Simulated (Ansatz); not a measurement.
# BN: the cost of one run

Program: Ansatz 0.2.0. PAW datasets, plane waves. All values are calculated for a non-magnetic cell, which may be hypothetical.

**1. The cell**

The cell was relaxed beforehand with r2SCAN.

The symmetry is P6_3mc (No. 186, hexagonal); a = 2.548 Å, c = 8.375 Å in the conventional setting, 5.89 Å³ an atom. Around B lie 4 N at 1.56 Å; around B lie 4 N at 1.56–1.58 Å; around N lie 4 B at 1.56 Å; around N lie 4 B at 1.56–1.58 Å.

Coordinates:

```cif
data_structure
_symmetry_space_group_name_H-M 'P6_3mc'
_symmetry_Int_Tables_number 186
_cell_length_a 2.5480
_cell_length_b 2.5480
_cell_length_c 8.3754
_cell_angle_alpha 90.000
_cell_angle_beta 90.000
_cell_angle_gamma 120.000
_cell_volume 47.09
loop_
_atom_site_label
_atom_site_type_symbol
_atom_site_symmetry_multiplicity
_atom_site_Wyckoff_symbol
_atom_site_fract_x
_atom_site_fract_y
_atom_site_fract_z
_atom_site_occupancy
B1 B 2 a 0.00000 0.00000 0.00039 1
B2 B 2 b 0.33333 0.66667 0.24969 1
N1 N 2 a 0.00000 0.00000 0.18699 1
N2 N 2 b 0.33333 0.66667 0.43793 1
```

**2. Band structure with PBE**

File input.yaml:

```yaml
crystal:
  lattice:
    - [2.547997649, 0.0, 0.0]
    - [-1.2739988245, 2.2066306928, 0.0]
    - [0.0, 0.0, 8.3753608011]
  atoms:
    - { symbol: B, position: [0.0, 0.0, 0.0003894352] }
    - { symbol: B, position: [0.3333333333, 0.6666666667, 0.2496892] }
    - { symbol: B, position: [0.0, 0.0, 0.5003894352] }
    - { symbol: B, position: [0.6666666667, 0.3333333333, 0.7496892] }
    - { symbol: "N", position: [0.0, 0.0, 0.1869898325] }
    - { symbol: "N", position: [0.3333333333, 0.6666666667, 0.4379315323] }
    - { symbol: "N", position: [0.0, 0.0, 0.6869898325] }
    - { symbol: "N", position: [0.6666666667, 0.3333333333, 0.9379315323] }
kpoints:
  mp_grid: { grid: [12, 12, 4] }
  band_path:
    path:
      - [[0.0, 0.0, 0.0], [0.5, 9.205326662212e-17, 2.919409785113e-34], [0.3333333333333, 0.3333333333333, 6.283828214138e-35], [0.0, 0.0, 0.0], [-5.721951431502e-53, 1.485266096132e-51, 0.5], [0.5, 9.205326662212e-17, 0.5], [0.3333333333333, 0.3333333333333, 0.5], [-5.721951431502e-53, 1.485266096132e-51, 0.5]]
      - [[0.5, 9.205326662212e-17, 0.5], [0.5, 9.205326662212e-17, 2.919409785113e-34]]
      - [[0.3333333333333, 0.3333333333333, 0.5], [0.3333333333333, 0.3333333333333, 6.283828214138e-35]]
    npoints: 10
hamiltonian:
  xc: pbe
scf:
  occupations: { method: fermi_dirac, width: 0.02 }
  n_extra_bands: 6
output:
  forces: true
  stress: true
  eigenvalues: true
```

Started as:

```sh
> ansatz run input.yaml --threads 4 --pin off --max-ram 7372MiB --backend cpu --events-out ev --progress --plain --runs-dir out
```

What time and memory should one allow on 4 threads of Intel Xeon Platinum 8488C (Sapphire Rapids), shared host?

About 2.9 s, with a peak of 0.42 GiB.
